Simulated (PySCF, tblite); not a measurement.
# C4H4AlF3N2: geometry, infrared bands and NMR shifts

What infrared bands and NMR shifts should C4H4AlF3N2 (`N#CC(F)(F)CC#[N+][AlH2-][F]`) show?

The runs use tblite 0.8.0 and PySCF 2.14.0, with density-fitted response routines of our own; the level of theory stands in each step. All values are computed, except where a source is named. Atoms count from 0, in the outputs and in this text.

### Step 1. The molecule as given

14 atoms, charge 0, multiplicity 1; geometry from: force field or distance geometry start.

Bonds of the start (Å): N0–C1 1.16, C1–C2 1.45, C2–F3 1.40, C2–F4 1.37, C2–C5 1.48, C5–C6 1.47, C6–N7 1.17, N7–Al8 1.88, Al8–F9 1.82, C5–H10 1.12, C5–H11 1.12, Al8–H12 1.59, Al8–H13 1.60.

### Step 2. Geometry optimisation with GFN2-xTB

Job settings and geometry (Å):

```
{"job": {"kind": "relax", "xc": "GFN2-xTB", "basis": "xTB"}, "charge": 0, "multiplicity": 1}
N     -2.067100     1.822100     1.411000
C     -2.084900     1.009500     0.584400
C     -2.064000    -0.015300    -0.445700
F     -3.355800    -0.563300    -0.493200
F     -1.832000     0.483800    -1.700000
C     -1.142200    -1.142500    -0.190600
C      0.215300    -0.584300    -0.087200
N      1.292000    -0.148400     0.021300
Al     3.033200     0.536600     0.205200
F      3.493500     0.640800     1.960000
H     -1.428400    -1.672400     0.750800
H     -1.195800    -1.910700    -1.000100
H      3.069300     1.965500    -0.491200
H      4.066200    -0.421900    -0.546800
```

The run is started by

```bash
> OMP_NUM_THREADS=1 python probes_run.py task.json out
```

One launch serves the whole session: the jobs run in the order shown.

**Question.** This job is followed by: GFN2-xTB harmonic vibrations, gas phase; GIAO PBE0/pcSseg-1 NMR shielding, non-relativistic, gas phase. Predict these results of the whole session: strongest single infrared mode (GFN2-xTB); zero-point energy (GFN2-xTB); 13C shifts against TMS (PBE0/pcSseg-1); 1H shifts against TMS (PBE0/pcSseg-1, means over atoms taken as alike); 15N shifts against NH3 (PBE0/pcSseg-1); 19F shifts against CFCl3 (PBE0/pcSseg-1, means over atoms taken as alike); 27Al shifts against AlH4- (PBE0/pcSseg-1).

As calculated:

| quantity | value |
| --- | --- |
| strongest single infrared mode (GFN2-xTB) | 624 cm⁻¹, 577 km/mol |
| zero-point energy (GFN2-xTB) | 44.3 kcal/mol |
| 13C shifts against TMS (PBE0/pcSseg-1) | 132.2, 114.2, 112.5, 31.9 ppm |
| 1H shifts against TMS (PBE0/pcSseg-1, means over atoms taken as alike) | 3.99, 3.57 ppm |
| 15N shifts against NH3 (PBE0/pcSseg-1) | 328.0, 267.9 ppm |
| 19F shifts against CFCl3 (PBE0/pcSseg-1, means over atoms taken as alike) | -98.3, -188.2 ppm |
| 27Al shifts against AlH4- (PBE0/pcSseg-1) | 51.5 ppm |

Relaxing lowered the energy by 0.888 eV in 127 steps; the close pair that moved most is N7–Al8, from 1.880 to 2.043 Å. The lowest mode is slightly imaginary (10i cm⁻¹), a soft motion within the noise of the Hessian, so the minimum is not strictly shown. GFN2-xTB is a fitted tight-binding method: band positions and strengths are rough. Its intensities can rank the bands wrongly.
